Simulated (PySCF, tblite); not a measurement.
# C7H11OPS: geometry, infrared bands and NMR shifts

Aim: predict the infrared bands and NMR shifts of C7H11OPS (`CC(=O)[P@]1(=S)C=C(C)CC1`).

Computed with tblite 0.8.0 and PySCF 2.14.0, with density-fitted response routines of our own, on a single molecule in the gas phase. Atoms are numbered from 0 throughout.

### Step 1. The molecule as given

21 atoms, charge 0, multiplicity 1; geometry from: force field or distance geometry start.

Bonds of the start (Å): C0–C1 1.50, C1–O2 1.24, C1–P3 1.75, P3–S4 1.69, P3–C5 1.81, C5–C6 1.31, C6–C7 1.51, C6–C8 1.46, C8–C9 1.51, C9–P3 1.86, C0–H10 1.09, C0–H11 1.13, C0–H12 1.10, C5–H13 1.08, C7–H14 1.12, C7–H15 1.13, C7–H16 1.09, C8–H17 1.13, C8–H18 1.12, C9–H19 1.10, C9–H20 1.10.

### Step 2. Optimising the geometry with GFN2-xTB

Job settings and geometry (Å):

```
{"job": {"kind": "relax", "xc": "GFN2-xTB", "basis": "xTB"}, "charge": 0, "multiplicity": 1}
C      3.147000     0.559500     0.139300
C      2.316900    -0.689600     0.233200
O      2.795000    -1.677400     0.805700
P      0.713800    -0.690200    -0.463800
S      0.595900    -1.210300    -2.068000
C     -0.175400     0.865100    -0.212100
C     -1.421300     0.544400     0.050800
C     -2.463200     1.603300     0.324900
C     -1.706500    -0.889000     0.058500
C     -0.511600    -1.681000     0.520300
H      3.712500     0.516200    -0.796300
H      2.405000     1.406500     0.168000
H      3.787200     0.612900     1.027900
H      0.297600     1.834500    -0.282000
H     -3.279200     1.571500    -0.437000
H     -2.879600     1.399600     1.356700
H     -1.985300     2.584700     0.357700
H     -1.868700    -1.220600    -1.014600
H     -2.622600    -1.134600     0.648700
H     -0.311600    -1.579900     1.596600
H     -0.554700    -2.708700     0.139900
```

Command:

```
> OMP_NUM_THREADS=1 python probes_run.py task.json out
```

One launch serves the whole session: the jobs run in the order shown.

**Question.** This job is followed by: GFN2-xTB harmonic vibrations, gas phase; GIAO PBE0/pcSseg-1 NMR shielding, non-relativistic, gas phase. What will the session give for the following? strongest single infrared mode (GFN2-xTB); zero-point energy (GFN2-xTB); ¹³C shifts against TMS (PBE0/pcSseg-1); ¹H shifts against TMS (PBE0/pcSseg-1, means over atoms taken as alike); ¹⁷O shifts against H2O (PBE0/pcSseg-1); ³¹P shifts against H3PO4 (PBE0/pcSseg-1); ³³S shifts against CS2 (PBE0/pcSseg-1).

As calculated:

| quantity | value |
| --- | --- |
| strongest single infrared mode (GFN2-xTB) | 1771 cm⁻¹, 284 km/mol |
| zero-point energy (GFN2-xTB) | 101.8 kcal/mol |
| ¹³C shifts against TMS (PBE0/pcSseg-1) | 221.4, 171.7, 129.2, 39.7, 37.1, 30.3, 23.9 ppm |
| ¹H shifts against TMS (PBE0/pcSseg-1, means over atoms taken as alike) | 5.72, 2.86, 2.77, 2.59, 2.42, 2.00, 1.95 ppm |
| ¹⁷O shifts against H2O (PBE0/pcSseg-1) | 695.6 ppm |
| ³¹P shifts against H3PO4 (PBE0/pcSseg-1) | 57.4 ppm |
| ³³S shifts against CS2 (PBE0/pcSseg-1) | -213 ppm |

What this shows: Relaxing lowered the energy by 2.711 eV in 173 steps; the close pair that moved most is P3–S4, from 1.691 to 1.941 Å. No mode is imaginary among the 57: a minimum at this level. The strongest single mode, at 1771 cm⁻¹, moves mainly C1 and O2. Unscaled tight-binding wavenumbers are off by several per cent, some by more. Its intensities can rank the bands wrongly. H13 (hydrogen on an alkene CH) lies farthest downfield among hydrogen, at 5.72 ppm; olefinic region. At PBE0/pcSseg-1: Shielding is most anisotropic at O2 (span 1321 ppm, paramagnetic term -761 ppm).
